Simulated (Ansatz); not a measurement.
# HfBi3O: the cost of one run

Program: Ansatz 0.2.0. Level of theory: DFT PBE, scalar-relativistic, plane waves, PAW. These are calculated values, not measurements.

1 further run of the same task is left out (it didn't finish).

### 1 Starting point

It takes space group Pm-3m (No. 221, cubic). Conventional cell: a = 4.916 Å, b = 4.916 Å, c = 4.916 Å, α = 90.00°, β = 90.00°, γ = 90.00°. Hf (site symmetry m-3m) has 12 Bi at 3.48 Å as nearest neighbours. Bi (site symmetry 4/mmm) has 2 O at 2.46 Å as nearest neighbours. O (site symmetry m-3m) has 6 Bi at 2.46 Å as nearest neighbours.

Coordinates:

```cif
data_structure
_symmetry_space_group_name_H-M 'P 1'
_symmetry_Int_Tables_number 1
_cell_length_a 4.9160
_cell_length_b 4.9160
_cell_length_c 4.9160
_cell_angle_alpha 90.000
_cell_angle_beta 90.000
_cell_angle_gamma 90.000
_cell_volume 118.81
loop_
_atom_site_label
_atom_site_type_symbol
_atom_site_fract_x
_atom_site_fract_y
_atom_site_fract_z
_atom_site_occupancy
Hf1 Hf 0.00000 0.00000 0.00000 1
Bi1 Bi 0.50000 0.00000 0.50000 1
Bi2 Bi 0.50000 0.50000 0.00000 1
Bi3 Bi 0.00000 0.50000 0.50000 1
O1 O 0.50000 0.50000 0.50000 1
```

It is the end of an earlier relaxation with the same method, from a database cell with other species swapped in; it is a trial structure. At a tolerance of 0.05 Å it has space group Pm-3m (No. 221); it has 23.76 Å³/atom, an uncorrected energy of -0.08 eV/atom over the elements.

### 2 Bands, states and charges

The input, input.yaml:

```yaml
crystal:
  lattice:
    - [4.9160228879, 0.0, 0.0]
    - [0.0, 4.9160228879, 0.0]
    - [0.0, 0.0, 4.9160228879]
  atoms:
    - { symbol: Hf, position: [0.0, 0.0, 0.0] }
    - { symbol: Bi, position: [0.5, 0.0, 0.5] }
    - { symbol: Bi, position: [0.5, 0.5, 0.0] }
    - { symbol: Bi, position: [0.0, 0.5, 0.5] }
    - { symbol: O, position: [0.5, 0.5, 0.5] }
basis:
  ecutwfc: 420
kpoints:
  mp_grid: { grid: [8, 8, 8] }
  band_path:
    path:
      - [[0.0, 0.0, 0.0], [0.0, 0.5, 0.0], [0.5, 0.5, 0.0], [0.0, 0.0, 0.0], [0.5, 0.5, 0.5], [0.0, 0.5, 0.0]]
      - [[0.5, 0.5, 0.5], [0.5, 0.5, 0.0]]
    npoints: 14
hamiltonian:
  xc: pbe
scf:
  occupations: { method: gaussian, width: 0.1 }
  n_extra_bands: 12
output:
  forces: true
  stress: true
  eigenvalues: true
  populations: true
  dos: { projected: true, de: 0.02, nscf_kmesh: { grid: [10, 10, 10] } }
  bader: true
  write_density: true
  write_potential: true
  elf: true
  volumetric_format: npy
```

Run with:

```
$ ansatz run input.yaml --threads 1 --pin off --max-ram 2560MiB --backend cpu --events-out ev --progress --plain --runs-dir out
```

Q: Estimate wall time and peak memory on 1 thread of Intel Xeon Platinum 8259CL at 2.50GHz (Skylake/Cascade Lake), shared host.

About 93 s, with a peak of 0.64 GiB.
